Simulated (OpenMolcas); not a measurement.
# CH4ClGe (SMILES [CH3][GeH][Cl]): a chain of runs

Aim: a single-point energy (ROHF/ANO-R0), then a single-point energy (CASSCF(3,3)/ANO-R1), then an energy scan (CASPT2(3,3)/ANO-R1), then an energy scan (SC-NEVPT2(3,3)/ANO-R1), then an energy scan (MC-PDFT[tPBE](3,3)/ANO-R1) of CH4ClGe. 

Program for the calculation: OpenMolcas 26.06.

**1. The molecule**

CH4ClGe: 7 atoms, total charge 0, spin state doublet. SMILES: `[CH3][GeH][Cl]`. The coordinates come from a PBE0-D4/def2-TZVP relaxation.

Bond lengths: C1–Ge2 1.957 Å, Ge2–Cl3 2.169 Å, C1–H4 1.092 Å, C1–H5 1.089 Å, C1–H6 1.091 Å, Ge2–H7 1.553 Å. Angles: C1–Ge2–Cl3 107.0°, C1–Ge2–H7 112.6°, Cl3–Ge2–H7 105.6°, Ge2–C1–H4 108.6°, Ge2–C1–H5 110.0°, Ge2–C1–H6 109.8°, H4–C1–H5 109.4°, H4–C1–H6 109.5°, H5–C1–H6 109.6°.

**2. The energy at ROHF/ANO-R0 (sfX2C) (run 1)**

input.xyz

```xyz
7

C     -0.733100     0.438400    -0.261900
Ge     0.705400    -0.885500    -0.183100
Cl     1.017000    -1.361700     1.909500
H     -0.433400     1.314500     0.317300
H     -1.646200     0.021400     0.160800
H     -0.909900     0.729400    -1.298200
H      2.061400    -0.324500    -0.690100
```

step1.input

```
>>> EXPORT MOLCAS_PRINT=2

&gateway
 coord = input.xyz
 basis = ANO-R0
 group = NoSym

&seward

&scf
 uhf
 spin = 2
 prorbitals = 0

&rasscf
 fileorb = $Project.UnaOrb
 spin = 2
 nactel = 1 0 0
 inactive = 29
 ras2 = 1
 outorbitals = Canonical
 orblisting = Nothing
```

Run with:

```
export MOLCAS_MEM=1860
pymolcas step1.input > step1.log
```

The log of the run:

```text
--- Start Module: gateway ---
[...]
--- Stop Module: gateway /rc=_RC_ALL_IS_WELL_ ---
[...]
      Basis functions           36
[...]
--- Start Module: scf ---
[...]
       Convergence after  12 Iterations
[...]
::    Total SCF energy                              -2597.8832193134
[...]
      Total spin, S                                     0.5014521756
[...]
--- Stop Module: scf /rc=_RC_ALL_IS_WELL_ ---
[...]
--- Start Module: rasscf ---
[...]
      Number of active orbitals                  1
[...]
      Spin quantum number                      0.5
[...]
      Active orbitals                            1
[...]
      Number of CSFs                             1
[...]
      Number of root(s) required                 1
[...]
      Convergence after  8 iterations
[...]
      printout of CI-coefficients larger than  0.05 for root  1
      energy=   -2597.882796
      conf/sym  1     Coeff  Weight
             1  u   1.00000 1.00000
      Natural orbitals and occupation numbers for root  1
      sym 1:   1.000000
      ************************************************************************************************************************
      *                                                    Final results                                                     *
[...]
::    RASSCF root number  1 Total energy:  -2597.88279619
[...]
      Total electronic charge=   59.000000
      Total            charge=   -0.000000
[...]
      Dipole Moment (debye):
      Origin of the operator (angstrom)=    0.6242   -0.8490    0.3888
                   X= -1.3250E+00               Y= -8.6141E-02               Z= -1.0243E+00           Total=  1.6769E+00
      Quadrupole Moment (debye*angstrom):
[...]
--- Stop Module: rasscf /rc=_RC_ALL_IS_WELL_ ---
[...]
```

It took 5.7 s on 1 thread of AMD EPYC 7R43 (Zen 3), shared host; peak memory 0.41 GiB.

**3. The energy at CASSCF(3,3)/ANO-R1 (sfX2C, RICD fitting) (run 2)**

input.xyz is that of step 2.

step2.input

```
&GATEWAY
Coord
input.xyz
Basis
ANO-R0
Group
NoSym
&SEWARD
&RASSCF
FileOrb
$CurrDir/step1.RasOrb
Alter
2
1 26 29
1 31 34
Spin
2
Nactel
3 0 0
Inactive
28
Ras2
3
OrbListing
Nothing
>>> COPY $Project.RunFile RUNFIL1
>>> COPY $Project.RasOrb INPORB
&GATEWAY
Coord
input.xyz
Basis
ANO-R1
Group
NoSym
RICD
&SEWARD
>>> COPY $Project.RunFile RUNFIL2
&EXPBAS
&RASSCF
FileOrb
$Project.ExpOrb
Spin
2
Nactel
3 0 0
Inactive
28
Ras2
3
OrbListing
Nothing
OrbAppear
Compact
```

Run with:

```
export MOLCAS_MEM=1860
pymolcas step2.input > step2.log
```

The log of the run:

```text
--- Start Module: gateway ---
[...]
--- Stop Module: gateway /rc=_RC_ALL_IS_WELL_ ---
[...]
      Basis functions           36
[...]
      Number of active orbitals                  3
[...]
      Spin quantum number                      0.5
[...]
      Active orbitals                            3
[...]
      Number of CSFs                             8
[...]
      Number of root(s) required                 1
[...]
      Convergence after 17 iterations
[...]
      printout of CI-coefficients larger than  0.05 for root  1
      energy=   -2597.895920
      conf/sym  111     Coeff  Weight
             1  2u0   0.99336 0.98676
             8  0u2   0.10124 0.01025
      Natural orbitals and occupation numbers for root  1
      sym 1:   1.974799   1.000518   0.024682
      ************************************************************************************************************************
      *                                                    Final results                                                     *
[...]
::    RASSCF root number  1 Total energy:  -2597.89592034
[...]
      Basis functions           91
[...]
--- Start Module: expbas ---
[...]
--- Stop Module: expbas /rc=_RC_ALL_IS_WELL_ ---
--- Start Module: rasscf ---
[...]
      Convergence after 14 iterations
[...]
      Natural orbitals and occupation numbers for root  1
      sym 1:   1.979674   1.000592   0.019734
      ************************************************************************************************************************
      *                                                    Final results                                                     *
[...]
::    RASSCF root number  1 Total energy:  -2598.33350889
[...]
      Total electronic charge=   59.000000
      Total            charge=   -0.000000
[...]
      Dipole Moment (debye):
      Origin of the operator (angstrom)=    0.6242   -0.8490    0.3888
                   X= -1.0513E+00               Y=  1.0222E+00               Z= -2.3117E+00           Total=  2.7375E+00
      Quadrupole Moment (debye*angstrom):
[...]
--- Stop Module: rasscf /rc=_RC_ALL_IS_WELL_ ---
[...]
```

Run time: 18 s. Hardware: 1 thread of AMD EPYC 7R43 (Zen 3), shared host; peak memory 0.41 GiB.

**4. The energy along one coordinate at CASPT2(3,3)/ANO-R1 (sfX2C, RICD fitting, ipea shift 0.25 Eh, pt2 variant SS) (run 3)**

step3.input

```
>>> COPY $CurrDir/step2.RasOrb $Project.RasOrb
>>> ForEach K in (1, 2, 3, 4, 5, 6, 7, 8, 9)

&GATEWAY
  Coord
  $CurrDir/point$K.xyz
  Basis
  ANO-R1
  Group
  NoSym
  RICD

&SEWARD

&RASSCF
  FileOrb
  $Project.RasOrb
  Spin
  2
  Nactel
  3 0 0
  Inactive
  28
  Ras2
  3
  OrbListing
  Nothing
  OrbAppear
  Compact

&CASPT2
  Imaginary
  0.2
  Frozen
  15
>>> EndDo
```

Run with:

```
export MOLCAS_MEM=1860
pymolcas step3.input > step3.log
```

The log of the run, shortened:

```text
--- Start Module: gateway ---
[...]
      Basis functions           91
[...]
      Number of active orbitals                  3
[...]
      Spin quantum number                      0.5
[...]
      Active orbitals                            3
[...]
      Number of CSFs                             8
[...]
      Number of root(s) required                 1
[...]
      Convergence after 12 iterations
[...]
      Natural orbitals and occupation numbers for root  1
      sym 1:   1.987131   1.000367   0.012502
      ************************************************************************************************************************
      *                                                    Final results                                                     *
[...]
::    RASSCF root number  1 Total energy:  -2598.31377012
[...]
      E2 (Variational):          -0.7445759858
[...]
::    CASPT2 Root  1     Total energy:  -2599.05834610
[...]
      Convergence after 13 iterations
[...]
      Natural orbitals and occupation numbers for root  1
      sym 1:   1.979652   1.000593   0.019755
      ************************************************************************************************************************
      *                                                    Final results                                                     *
[...]
      Convergence after 17 iterations
[...]
      Natural orbitals and occupation numbers for root  1
      sym 1:   1.936488   1.000713   0.062799
      ************************************************************************************************************************
      *                                                    Final results                                                     *
[...]
      Convergence after 12 iterations
[...]
      Natural orbitals and occupation numbers for root  1
      sym 1:   1.938831   1.000139   0.061029
      ************************************************************************************************************************
      *                                                    Final results                                                     *
[...]
      Convergence after 11 iterations
[...]
::    RASSCF root number  1 Total energy:  -2598.26897641
[...]
::    CASPT2 Root  1     Total energy:  -2598.98578454
[...]
      Convergence after  9 iterations
[...]
::    RASSCF root number  1 Total energy:  -2598.26877819
[...]
::    CASPT2 Root  1     Total energy:  -2598.98501458
[...]
```

Run time: 2.2 min. Hardware: 1 thread of AMD EPYC 7R43 (Zen 3), shared host; peak memory 0.16 GiB.

The scan, from its lowest point:

| Ge2–C1 (Å) | energy (kJ/mol) |
| --- | --- |
| 1.761 | 38.6 |
| 1.957 | 0.0 |
| 2.152 | 23.6 |
| 2.446 | 95.3 |
| 2.837 | 181.1 |
| 3.326 | 220.7 |
| 3.913 | 226.4 |
| 4.696 | 229.1 |
| 5.870 | 231.2 |

**5. The energy along one coordinate at SC-NEVPT2(3,3)/ANO-R1 (sfX2C, RICD fitting, pt2 variant SC-NEVPT2) (run 4)**

step4.input

```
* CH4ClGe NEVPT2
>>> COPY $CurrDir/step2.RasOrb $Project.RasOrb
>>> ForEach K in (1, 2, 3, 4, 5, 6, 7, 8, 9)

&GATEWAY
  COORD=$CurrDir/point$K.xyz
  BASIS=ANO-R1
  GROUP=NoSym
  RICD

&SEWARD

&RASSCF
  FILEORB=$Project.RasOrb
  SPIN=2
  NACTEL=3 0 0
  INACTIVE=28
  RAS2=3
  ORBLISTING=Nothing
  ORBAPPEAR=Compact

&CASPT2
  SC-NEVPT2
  FROZEN=15
>>> EndDo
```

Run with:

```
export MOLCAS_MEM=1860
pymolcas step4.input > step4.log
```

The log of the run, shortened:

```text
--- Start Module: gateway ---
[...]
      Basis functions           91
[...]
      Number of active orbitals                  3
[...]
      Spin quantum number                      0.5
[...]
      Active orbitals                            3
[...]
      Number of CSFs                             8
[...]
      Number of root(s) required                 1
[...]
      Convergence after 12 iterations
[...]
      Natural orbitals and occupation numbers for root  1
      sym 1:   1.987131   1.000367   0.012502
      ************************************************************************************************************************
      *                                                    Final results                                                     *
[...]
::    RASSCF root number  1 Total energy:  -2598.31377012
[...]
      E2 (Variational):          -0.7396777330
[...]
::    SC-NEVPT2 Root  1     Total energy:  -2599.05264043
[...]
      Convergence after 13 iterations
[...]
      Natural orbitals and occupation numbers for root  1
      sym 1:   1.979652   1.000593   0.019755
      ************************************************************************************************************************
      *                                                    Final results                                                     *
[...]
      Convergence after 17 iterations
[...]
      Natural orbitals and occupation numbers for root  1
      sym 1:   1.936488   1.000713   0.062799
      ************************************************************************************************************************
      *                                                    Final results                                                     *
[...]
      Convergence after 12 iterations
[...]
      Natural orbitals and occupation numbers for root  1
      sym 1:   1.938831   1.000139   0.061029
      ************************************************************************************************************************
      *                                                    Final results                                                     *
[...]
      Convergence after 11 iterations
[...]
::    RASSCF root number  1 Total energy:  -2598.26897641
[...]
::    SC-NEVPT2 Root  1     Total energy:  -2598.98113330
[...]
      Convergence after  9 iterations
[...]
::    RASSCF root number  1 Total energy:  -2598.26877819
[...]
::    SC-NEVPT2 Root  1     Total energy:  -2598.98048918
[...]
```

It took 2.3 min on 1 thread of AMD EPYC 7R43 (Zen 3), shared host; peak memory 0.16 GiB.

The scan, from its lowest point:

| Ge2–C1 (Å) | energy (kJ/mol) |
| --- | --- |
| 1.761 | 42.4 |
| 1.957 | 0.0 |
| 2.152 | 20.7 |
| 2.446 | 90.3 |
| 2.837 | 177.4 |
| 3.326 | 222.6 |
| 3.913 | 227.7 |
| 4.696 | 230.1 |
| 5.870 | 231.8 |

**6. The energy along one coordinate at MC-PDFT[tPBE](3,3)/ANO-R1 (sfX2C, RICD fitting) (run 5)**

step5.input

```
* CH4ClGe MC-PDFT
>>> EXPORT MOLCAS_PRINT=2
>>> COPY $CurrDir/step2.RasOrb $Project.RasOrb
>>> ForEach K in (1, 2, 3, 4, 5, 6, 7, 8, 9)
&GATEWAY
Coord = $CurrDir/point$K.xyz
Basis = ANO-R1
Group = NoSym
RICD
&SEWARD
&RASSCF
FileOrb = $Project.RasOrb
Spin = 2
Nactel = 3 0 0
Inactive = 28
Ras2 = 3
OrbListing = Nothing
OrbAppear = Compact
&MCPDFT
KSDFT = T:PBE
>>> EndDo
```

Run with:

```
export MOLCAS_MEM=1860
pymolcas step5.input > step5.log
```

The log of the run, shortened:

```text
[...]
      Basis functions           91
[...]
      Number of active orbitals                  3
[...]
      Spin quantum number                      0.5
[...]
      Active orbitals                            3
[...]
      Number of CSFs                             8
[...]
      Number of root(s) required                 1
[...]
      Convergence after 12 iterations
[...]
      Natural orbitals and occupation numbers for root  1
      sym 1:   1.987131   1.000367   0.012502
      ************************************************************************************************************************
      *                                                    Final results                                                     *
[...]
::    RASSCF root number  1 Total energy:  -2598.31377012
[...]
::    MCPDFT root number  1 Total energy:  -2600.44482305
[...]
      Convergence after 13 iterations
[...]
      Natural orbitals and occupation numbers for root  1
      sym 1:   1.979652   1.000593   0.019755
      ************************************************************************************************************************
      *                                                    Final results                                                     *
[...]
      Convergence after 17 iterations
[...]
      Natural orbitals and occupation numbers for root  1
      sym 1:   1.936488   1.000713   0.062799
      ************************************************************************************************************************
      *                                                    Final results                                                     *
[...]
      Convergence after 12 iterations
[...]
      Natural orbitals and occupation numbers for root  1
      sym 1:   1.938831   1.000139   0.061029
      ************************************************************************************************************************
      *                                                    Final results                                                     *
[...]
      Convergence after 11 iterations
[...]
::    RASSCF root number  1 Total energy:  -2598.26897641
[...]
::    MCPDFT root number  1 Total energy:  -2600.37580385
[...]
      Convergence after  9 iterations
[...]
::    RASSCF root number  1 Total energy:  -2598.26877819
[...]
::    MCPDFT root number  1 Total energy:  -2600.37539950
[...]
```

It took 2.7 min on 1 thread of AMD EPYC 7R43 (Zen 3), shared host; peak memory 0.16 GiB.

The scan, from its lowest point:

| Ge2–C1 (Å) | energy (kJ/mol) |
| --- | --- |
| 1.761 | 41.8 |
| 1.957 | 0.0 |
| 2.152 | 19.6 |
| 2.446 | 86.9 |
| 2.837 | 172.4 |
| 3.326 | 216.4 |
| 3.913 | 221.5 |
| 4.696 | 223.0 |
| 5.870 | 224.1 |

**7. Results**

```
                                                   quantity           value
                           run 1, ROHF/ANO-R0: total energy  -2597.88280 Eh
                          run 1, ROHF/ANO-R0: dipole moment          1.68 D
                    run 2, CASSCF(3,3)/ANO-R1: total energy  -2598.33351 Eh
  run 2, CASSCF(3,3)/ANO-R1: dipole moment (CASSCF density)          2.74 D
       run 3, CASPT2(3,3)/ANO-R1: lowest energy of the scan  -2599.07306 Eh
    run 4, SC-NEVPT2(3,3)/ANO-R1: lowest energy of the scan  -2599.06878 Eh
run 5, MC-PDFT[tPBE](3,3)/ANO-R1: lowest energy of the scan  -2600.46075 Eh
```

Mulliken charges (run 2, CASSCF(3,3)/ANO-R1) run from -0.31 on Cl3 to +0.45 on Ge2; they depend strongly on the basis. The run (run 3, CASPT2(3,3)/ANO-R1) may have ended on a state above the lowest. The run (run 4, SC-NEVPT2(3,3)/ANO-R1) may have ended on a state above the lowest. The run (run 5, MC-PDFT[tPBE](3,3)/ANO-R1) may have ended on a state above the lowest.
